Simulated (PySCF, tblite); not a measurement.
# C₂₀H₆: electronic excitations, NMR shifts

What do calculations give for the electronic excitations, NMR shifts of C₂₀H₆?

Computed with tblite 0.8.0 and PySCF 2.14.0 and routines of our own; the level stands in each step. Atoms count from 0.

### 1 The system as given

26 atoms, charge 0, multiplicity 1; geometry from: force field, distance geometry or constructed start.

### 2 Relaxing the molecule with GFN2-xTB

What the job is given:

```
{"job": {"kind": "relax", "xc": "GFN2-xTB", "basis": "xTB"}, "charge": 0, "multiplicity": 1}
C     -0.257300    -0.314800    -2.296100
C     -0.807900     0.993200    -2.119800
C      0.258100     1.841500    -1.687900
C      1.399800     1.041100    -1.452500
C      1.092600    -0.292800    -1.856600
C      1.268100    -1.372200    -0.950900
C      0.001000    -1.981400    -0.749900
C     -0.967100    -1.200300    -1.436900
C     -1.896200    -0.441200    -0.673500
C     -1.762300     0.923000    -1.056900
C     -1.408900     1.903600    -0.090500
C     -0.130700     2.418900    -0.443900
C      0.964900     2.266500     0.457200
C      1.826300     1.271400    -0.108400
C      2.254200     0.180600     0.696000
C      1.843900    -1.140000     0.341400
C      1.107100    -1.924700     1.267000
C     -0.155100    -2.190900     0.653900
C     -1.346500    -1.770600     1.320900
C     -2.157500    -0.785800     0.686400
H     -2.010900     2.199100     0.776700
H      1.124100     2.797500     1.395100
H      2.907100     0.341800     1.565700
H      1.445900    -2.270400     2.245900
H     -1.637400    -2.188900     2.287200
H     -2.968000    -0.290400     1.238400
```

On the command line:

```bash
$ OMP_NUM_THREADS=1 python large_run.py task.json out
```

One launch serves the whole session: the jobs run in the order shown.

Output:

```text
step      E/eV     max force
  0   -1236.63491    2.701
  1   -1237.18578    1.256
  2   -1237.38153    1.161
  3   -1237.54784    0.784
  4   -1237.70516    0.581
  5   -1237.75052    0.438
  6   -1237.79483    0.430
  7   -1237.84270    0.432
  8   -1237.90000    0.582
  9   -1237.94984    0.552
 10   -1237.99181    0.416
 11   -1238.02454    0.409
 12   -1238.05017    0.331
 13   -1238.06802    0.293
 14   -1238.07955    0.196
 15   -1238.08857    0.192
 16   -1238.09585    0.194
 17   -1238.10085    0.157
 18   -1238.10436    0.132
 19   -1238.10758    0.114
 20   -1238.11104    0.132
 21   -1238.11433    0.125
 22   -1238.11717    0.120
 23   -1238.11989    0.129
 24   -1238.12296    0.129
 25   -1238.12639    0.180
 26   -1238.13006    0.203
 27   -1238.13377    0.170
 28   -1238.13708    0.129
 29   -1238.13958    0.092
 30   -1238.14147    0.082
 31   -1238.14312    0.088
 32   -1238.14454    0.087
 33   -1238.14554    0.059
 34   -1238.14613    0.044
 35   -1238.14654    0.039
 36   -1238.14693    0.040
 37   -1238.14732    0.035
 38   -1238.14764    0.033
 39   -1238.14787    0.029
 40   -1238.14805    0.024
 41   -1238.14822    0.025
 42   -1238.14837    0.024
 43   -1238.14849    0.022
 44   -1238.14858    0.019
```

It took 0.78 s on 1 thread of Arm Neoverse V2, shared host; peak memory 0.16 GiB.

The steps of the relaxation:

```tsv
step	energy from step 0 (eV)	largest force (eV/Å)
0	0.0000	2.7012
1	-0.5509	1.2555
2	-0.7466	1.1609
3	-0.9129	0.7840
4	-1.0702	0.5811
5	-1.1156	0.4381
6	-1.1599	0.4305
7	-1.2078	0.4329
8	-1.2651	0.5824
10	-1.3569	0.4166
13	-1.4331	0.2929
16	-1.4609	0.1943
19	-1.4727	0.1142
22	-1.4823	0.1196
25	-1.4915	0.1793
28	-1.5022	0.1296
31	-1.5082	0.0881
34	-1.5112	0.0441
37	-1.5124	0.0355
40	-1.5131	0.0236
41	-1.5133	0.0247
42	-1.5135	0.0239
43	-1.5136	0.0214
44	-1.5137	0.0189
```

Distances of close pairs at the start and the end, largest changes first:

```tsv
bond	before (Å)	after (Å)	change (Å)
C1–C9	1.430	1.506	+0.076
C15–C16	1.420	1.491	+0.072
C18–C19	1.425	1.355	-0.070
C16–C17	1.428	1.366	-0.062
C2–C3	1.414	1.461	+0.047
C14–C15	1.428	1.382	-0.046
C0–C4	1.420	1.463	+0.043
C0–C1	1.430	1.402	-0.028
```

The next job starts from the end point, and lists it.

### 3 Electronic excitations: TDDFT LC-wPBE/def2-SVP

What the job is given:

```
{"job": {"kind": "uv", "basis": "def2-SVP", "grid": 1, "kgrid": 0, "vcut": 1.5, "nstates": 8, "ntriplets": 3, "tda": false, "delta": ["ip_vertical", "ea_vertical"], "pop": true, "xc": "LC-wPBE"}, "charge": 0, "multiplicity": 1}
C     -0.294404    -0.303043    -2.352212
C     -0.760698     0.982353    -2.040372
C      0.290716     1.868128    -1.736315
C      1.484668     1.037590    -1.596056
C      1.119539    -0.296503    -1.975975
C      1.264037    -1.294509    -0.979211
C     -0.030541    -1.834324    -0.662637
C     -0.993567    -1.146584    -1.401229
C     -1.941134    -0.423300    -0.586151
C     -1.730850     0.952774    -0.888912
C     -1.333357     1.988747    -0.030502
C     -0.015602     2.415829    -0.448064
C      1.131271     2.228517     0.364502
C      1.969699     1.265199    -0.283243
C      2.364606     0.178608     0.579557
C      1.899205    -1.086731     0.277287
C      1.078794    -1.776252     1.314158
C     -0.140080    -2.055769     0.764448
C     -1.479453    -1.897406     1.309479
C     -2.318988    -1.047334     0.670777
H     -1.749386     2.190719     0.940178
H      1.204815     2.479001     1.407659
H      2.632689     0.418690     1.599360
H      1.321972    -1.759421     2.360982
H     -1.731808    -2.311741     2.273179
H     -3.254770    -0.759669     1.127178
```

Level: TDDFT LC-wPBE/def2-SVP, vertical, gas phase, core orbitals frozen in the response, virtual orbitals cut by energy.

Output:

```text
start: PBE on a coarse grid of 23607 points
cycle   1  E = -763.6019312376  dE =  4.239e+00  |g| = 6.730e-01  |ddm| = 8.200e+00
cycle   2  E = -762.7032427382  dE =  8.987e-01  |g| = 1.770e+00  |ddm| = 5.287e+00
cycle   3  E = -763.5134640609  dE = -8.102e-01  |g| = 8.406e-01  |ddm| = 4.933e+00
cycle   4  E = -763.7235022459  dE = -2.100e-01  |g| = 1.568e-01  |ddm| = 1.934e+00
cycle   5  E = -763.6913333911  dE =  3.217e-02  |g| = 3.475e-01  |ddm| = 8.769e-01
cycle   6  E = -763.7242054716  dE = -3.287e-02  |g| = 1.425e-01  |ddm| = 8.561e-01
cycle   7  E = -763.7302558038  dE = -6.050e-03  |g| = 4.190e-02  |ddm| = 3.600e-01
cycle   8  E = -763.7306276785  dE = -3.719e-04  |g| = 2.158e-02  |ddm| = 1.192e-01
cycle   9  E = -763.7307184514  dE = -9.077e-05  |g| = 1.247e-02  |ddm| = 6.088e-02
cycle  10  E = -763.7307640739  dE = -4.562e-05  |g| = 5.010e-03  |ddm| = 3.153e-02
final grid: 105723 points
cycle  11  E = -764.1868613177  dE = -2.233e-02  |g| = 6.597e-02  |ddm| = 1.553e+00
cycle  12  E = -764.1887442797  dE = -1.883e-03  |g| = 4.596e-02  |ddm| = 4.995e-01
cycle  13  E = -764.1894167916  dE = -6.725e-04  |g| = 2.344e-02  |ddm| = 1.674e-01
cycle  14  E = -764.1896765160  dE = -2.597e-04  |g| = 8.945e-03  |ddm| = 1.441e-01
cycle  15  E = -764.1897205196  dE = -4.400e-05  |g| = 3.333e-03  |ddm| = 3.450e-02
cycle  16  E = -764.1897349818  dE = -1.446e-05  |g| = 2.110e-03  |ddm| = 3.151e-02
cycle  17  E = -764.1897425216  dE = -7.540e-06  |g| = 9.393e-04  |ddm| = 1.534e-02
cycle  18  E = -764.1897429210  dE = -3.994e-07  |g| = 4.642e-04  |ddm| = 1.020e-02
cycle  19  E = -764.1897431205  dE = -1.995e-07  |g| = 3.216e-04  |ddm| = 6.009e-03
cycle  20  E = -764.1897429372  dE =  1.832e-07  |g| = 1.971e-04  |ddm| = 2.728e-03
cycle  21  E = -764.1897439731  dE = -1.036e-06  |g| = 1.123e-04  |ddm| = 2.505e-03
cycle  22  E = -764.1897434989  dE =  4.743e-07  |g| = 7.106e-05  |ddm| = 1.793e-03
converged SCF energy = -764.1897434989

Static polarisability (au): isotropic 184.914, principal 153.815 196.189 204.739

Singlet excitations
state   eV       nm        f      main configurations
  1   1.2715    975.1   0.00435   H->L 0.62, H->L+1 0.31
  2   1.5983    775.7   0.00524   H-1->L 0.51, H->L+1 0.26, H->L 0.20
  3   1.7885    693.2   0.00424   H->L+1 0.39, H-1->L 0.34, H-1->L+1 0.14
  4   2.2721    545.7   0.02107   H-1->L+1 0.78, H-1->L 0.10
  5   2.6243    472.4   0.01335   H-2->L 0.83
  6   3.5087    353.4   0.02297   H-3->L 0.44, H-2->L+1 0.41, H-2->L 0.10
  7   3.7676    329.1   0.00324   H->L+2 0.69, H-3->L 0.10
  8   4.0754    304.2   0.06407   H-1->L+2 0.24, H-2->L+1 0.23, H-3->L 0.22

Triplet excitations (Tamm-Dancoff, eV): 0.8136 1.1668 1.2441
```

Run time: 2.8 min. Hardware: 1 thread of Arm Neoverse V2, shared host; peak memory 0.69 GiB.

Warnings kept with the result: ip_vertical: open-shell SCF did not converge; ea_vertical: open-shell SCF did not converge.

Frontier orbitals and where they lie:

```tsv
orbital	eV	atoms
HOMO−4	-10.51	C16 15 %, C17 14 %, C13 11 %
HOMO−3	-9.78	C6 18 %, C12 14 %, C15 14 %
HOMO−2	-8.96	C5 23 %, C10 11 %, C7 10 %
HOMO−1	-7.89	C3 22 %, C0 14 %, C11 8 %
HOMO	-7.49	C2 28 %, C0 14 %, C4 12 %
LUMO	-1.61	C8 16 %, C16 14 %, C6 11 %
LUMO+1	-0.92	C10 14 %, C12 14 %, C1 13 %
LUMO+2	0.98	C14 21 %, C4 21 %, C15 10 %
LUMO+3	1.36	C18 21 %, C19 18 %, C7 14 %
```

With each of the 8 states as a Gaussian band of 0.4 eV half-width at 1/e, the curve within the window shown has maxima at 524 nm (ε 1,200), 307 nm (ε 2,800) L/(mol cm). Beyond the last state computed it falls off for lack of states. The curve at chosen wavelengths:

| nm | ε (L/mol/cm) |
| --- | --- |
| 283 | 1500 |
| 332 | 2047 |
| 380 | 743 |
| 429 | 515 |
| 478 | 996 |
| 526 | 1190 |
| 575 | 1025 |
| 623 | 783 |
| 672 | 620 |
| 721 | 540 |
| 769 | 495 |
| 818 | 456 |
| 867 | 415 |
| 915 | 372 |
| 964 | 328 |
| 1013 | 286 |
| 1061 | 247 |
| 1110 | 212 |
| 1159 | 180 |
| 1207 | 153 |
| 1256 | 130 |
| 1304 | 110 |
| 1353 | 93 |
| 1402 | 79 |
| 1450 | 67 |
| 1499 | 57 |

Ground-state properties from the same run:

```tsv
property	computed
dipole moment (D)	6.18
polarisability (Å³)	27.40
HOMO–LUMO gap (eV)	5.88
−ε(HOMO) (eV)	7.49
```

### 4 NMR shifts: GIAO PBE0/pcSseg-1

Settings changed since step 3:

```diff
@@ -1,2 +1,2 @@
-{"job": {"kind": "uv", "basis": "def2-SVP", "grid": 1, "kgrid": 0, "vcut": 1.5, "nstates": 8, "ntriplets": 3, "tda": false, "delta": ["ip_vertical", "ea_vertical"], "pop": true, "xc": "LC-wPBE"}, "charge": 0, "multiplicity": 1}
+{"job": {"kind": "nmr", "basis": "pcSseg-1", "pop": false, "xc": "PBE0"}, "charge": 0, "multiplicity": 1}
 C     -0.294404    -0.303043    -2.352212
```

Method: GIAO PBE0/pcSseg-1 NMR shielding, non-relativistic, gas phase.

Output:

```text
start: PBE on a coarse grid of 23607 points
cycle   1  E = -764.0505707025  dE =  4.399e+00  |g| = 6.790e-01  |ddm| = 5.952e+00
cycle   2  E = -763.1846146282  dE =  8.660e-01  |g| = 1.750e+00  |ddm| = 3.006e+00
cycle   3  E = -763.9582115656  dE = -7.736e-01  |g| = 8.524e-01  |ddm| = 3.020e+00
cycle   4  E = -764.1685433192  dE = -2.103e-01  |g| = 1.688e-01  |ddm| = 1.023e+00
cycle   5  E = -764.1375078869  dE =  3.104e-02  |g| = 3.488e-01  |ddm| = 5.527e-01
cycle   6  E = -764.1696648858  dE = -3.216e-02  |g| = 1.495e-01  |ddm| = 5.585e-01
cycle   7  E = -764.1761487419  dE = -6.484e-03  |g| = 4.388e-02  |ddm| = 2.469e-01
cycle   8  E = -764.1765690343  dE = -4.203e-04  |g| = 2.088e-02  |ddm| = 6.680e-02
cycle   9  E = -764.1766467589  dE = -7.772e-05  |g| = 1.246e-02  |ddm| = 3.590e-02
cycle  10  E = -764.1766855228  dE = -3.876e-05  |g| = 6.238e-03  |ddm| = 2.050e-02
final grid: 224046 points
cycle  11  E = -764.3472229438  dE = -1.147e-02  |g| = 5.780e-02  |ddm| = 4.322e-01
cycle  12  E = -764.3453402097  dE =  1.883e-03  |g| = 9.837e-02  |ddm| = 1.770e-01
cycle  13  E = -764.3477134274  dE = -2.373e-03  |g| = 3.611e-02  |ddm| = 1.494e-01
cycle  14  E = -764.3480694366  dE = -3.560e-04  |g| = 1.167e-02  |ddm| = 4.996e-02
cycle  15  E = -764.3481038035  dE = -3.437e-05  |g| = 3.745e-03  |ddm| = 1.731e-02
cycle  16  E = -764.3481068003  dE = -2.997e-06  |g| = 1.512e-03  |ddm| = 6.215e-03
cycle  17  E = -764.3481059562  dE =  8.441e-07  |g| = 7.634e-04  |ddm| = 2.162e-03
cycle  18  E = -764.3481071420  dE = -1.186e-06  |g| = 3.760e-04  |ddm| = 1.204e-03
cycle  19  E = -764.3481084936  dE = -1.352e-06  |g| = 1.129e-04  |ddm| = 5.720e-04
cycle  20  E = -764.3481066172  dE =  1.876e-06  |g| = 5.779e-05  |ddm| = 2.494e-04
converged SCF energy = -764.3481066172

GIAO shielding tensors (ppm)
atom      isotropic    diamagn.    paramagn.     s11        s22        s33       span
  0 C        7.601     282.703    -275.102    -80.880    -30.480    134.161    215.041
  1 C       37.046     282.289    -245.244   -117.725    105.827    123.036    240.761
  2 C       22.043     283.752    -261.709   -105.072     25.369    145.831    250.903
  3 C        9.834     279.458    -269.623   -126.065     -3.324    158.892    284.957
  4 C      -45.678     280.815    -326.493   -154.829   -111.177    128.970    283.799
  5 C        6.751     273.016    -266.264    -59.463    -48.509    128.226    187.689
  6 C       23.203     272.372    -249.169    -69.817     31.575    107.850    177.666
  7 C        2.857     272.820    -269.962    -82.058    -31.700    122.331    204.389
  8 C        9.475     271.019    -261.545    -89.161    -22.255    139.839    229.000
  9 C       10.750     271.422    -260.673    -77.686    -15.991    125.926    203.612
 10 C       42.498     265.620    -223.122    -50.675     27.565    150.602    201.277
 11 C       -0.611     277.791    -278.402    -89.403    -54.463    142.033    231.436
 12 C       93.135     266.937    -173.801     23.930    109.460    146.015    122.085
 13 C       18.491     273.916    -255.425    -67.425    -18.139    141.036    208.461
 14 C       59.930     266.162    -206.232      3.061     30.270    146.458    143.397
 15 C       52.066     272.800    -220.734    -15.577     39.134    132.641    148.218
 16 C       71.342     262.515    -191.172     -2.223     65.832    150.417    152.641
 17 C       58.393     268.808    -210.414     -4.184     20.847    158.516    162.699
 18 C       56.690     256.020    -199.330    -38.776     52.799    156.046    194.823
 19 C       69.568     256.391    -186.823     -7.278     61.940    154.042    161.321
 20 H       23.868      36.479     -12.611     21.471     22.373     27.759      6.288
 21 H       25.777      36.510     -10.732     23.464     26.006     27.861      4.397
 22 H       26.071      35.656      -9.585     23.244     24.876     30.094      6.851
 23 H       27.874      35.586      -7.711     25.159     27.683     30.781      5.622
 24 H       26.166      30.967      -4.801     24.828     25.840     27.832      3.004
 25 H       25.650      31.466      -5.816     24.327     25.388     27.236      2.909
```

Run time: 77 s. Hardware: 1 thread of Arm Neoverse V2, shared host; peak memory 0.85 GiB.

The references, computed at this level on geometries of the same kind, shield at (ppm): 1H TMS 31.72, 13C TMS 186.9. Their shielding less the atom's gives the shift. The references are single molecules in the gas phase.

```tsv
atoms	environment	σ (ppm)	δ (ppm)
C4	carbon bonded to 3 C	-45.7	232.6
C11	carbon bonded to 3 C	-0.6	187.5
C7	carbon bonded to 3 C	2.9	184.1
C5	carbon bonded to 3 C	6.8	180.2
C0	carbon bonded to 3 C	7.6	179.3
C8	carbon bonded to 3 C	9.5	177.5
C3	carbon bonded to 3 C	9.8	177.1
C9	carbon bonded to 3 C	10.7	176.2
C13	carbon bonded to 3 C	18.5	168.4
C2	carbon bonded to 3 C	22.0	164.9
C6	carbon bonded to 3 C	23.2	163.7
C1	carbon bonded to 3 C	37.0	149.9
C10	carbon bonded to 2 C, H	42.5	144.4
C15	carbon bonded to 3 C	52.1	134.9
C18	carbon bonded to 2 C, H	56.7	130.2
C17	carbon bonded to 3 C	58.4	128.5
C14	carbon bonded to 2 C, H	59.9	127.0
C19	carbon bonded to 2 C, H	69.6	117.4
C16	carbon bonded to 2 C, H	71.3	115.6
C12	carbon bonded to 2 C, H	93.1	93.8
H20	hydrogen on a carbon bonded to 2 C	23.87	7.85
H25	hydrogen on a carbon bonded to 2 C	25.65	6.07
H21	hydrogen on a carbon bonded to 2 C	25.78	5.94
H22	hydrogen on a carbon bonded to 2 C	26.07	5.65
H24	hydrogen on a carbon bonded to 2 C	26.17	5.55
H23	hydrogen on a carbon bonded to 2 C	27.87	3.84
```

Ring of atoms C0, C1, C2, C3, C4: NICS(0) -4.2, NICS(1) -6.3, NICS(1)zz -11.2 ppm (means of both faces; NICS(1) differs between them: -12.6 and 0.0).

The two faces differ (NICS(1)zz 0.8 and -23.1 ppm).

Ring of atoms C0, C1, C7, C8, C9: NICS(0) -4.1, NICS(1) -6.6, NICS(1)zz -7.2 ppm (means of both faces; NICS(1) differs between them: -12.9 and -0.2).

The two faces differ (NICS(1)zz 1.8 and -16.2 ppm).

Ring of atoms C0, C4, C5, C6, C7: NICS(0) -2.2, NICS(1) -7.7, NICS(1)zz 9.0 ppm (means of both faces; NICS(1) differs between them: -17.1 and 1.7).

### 5 Outcome

| quantity | value |
| --- | --- |
| lowest singlet (LC-wPBE/def2-SVP) | 1.27 eV (975 nm), f = 0.004 |
| brightest single state of those computed | state 8, 4.08 eV, f = 0.064 |
| lowest triplet | 0.81 eV |
| 13C shifts against TMS (PBE0/pcSseg-1) | 232.6, 187.5, 184.1, 180.2, 179.3, 177.5, 177.1, 176.2, 168.4, 164.9, 163.7, 149.9, 144.4, 134.9 ppm and more |
| 1H shifts against TMS (PBE0/pcSseg-1) | 7.85, 6.07, 5.94, 5.65, 5.55, 3.84 ppm |

**Reading.** The first singlet state (HOMO→LUMO 0.62, HOMO→LUMO+1 0.31) lies at 1.27 eV and is weak; of the 8 states computed, the strongest absorption comes from state 8 at 4.08 eV (the last computed, so partners may be missing). State 4 absorbs in the visible (546 nm). The lowest triplet lies 0.46 eV below the lowest singlet (triplets in Tamm-Dancoff, singlets in full TDDFT).
